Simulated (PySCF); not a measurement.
Molecule: CNH3, in a box.

```xyz
5
Lattice="11.0000 0.0000 0.0000 0.0000 12.0000 0.0000 0.0000 0.0000 10.0000" Properties=species:S:1:pos:R:3 pbc="T T T"
C     5.6889    5.5941    5.0453
N     6.2919    6.5789    4.6887
H     4.6942    5.5606    5.2872
H     6.2276    4.6140    4.9112
H     5.7489    7.4002    4.8525
```

The cell isn't the ideal one: atoms moved at random, drawn with an rms of 0.05 Å.

Base run:

| Item | Value |
| --- | --- |
| Program | PySCF 2.14.0 |
| Functional | r2SCAN0 |
| Dispersion | D3(BJ) |
| Potentials or basis | cc-pvdz (all-electron) |
| k mesh | 1 × 1 × 1 |
| Occupations | fixed |
| Spin | no spin polarisation |

Its results: gap between the frontier levels 8.06 eV.

**Question.** After a change of settings the same cell gave: gap between the frontier levels 5.51 eV. Which change was it?
A. functional from r2SCAN0 to PBE0; dispersion from D3(BJ) to D3
B. functional from r2SCAN0 to M06-L; dispersion from D3(BJ) to D4
C. functional from r2SCAN0 to BLYP; dispersion from D3(BJ) to D3(OP)

**Answer.** B.

Caveats: this is a molecule in a periodic box at the Γ point, so its band gap is the HOMO-LUMO gap; the basis of atomic orbitals isn't converged, which shifts pressures, moduli and gaps.

Runs at the PBE level aren't shown here.
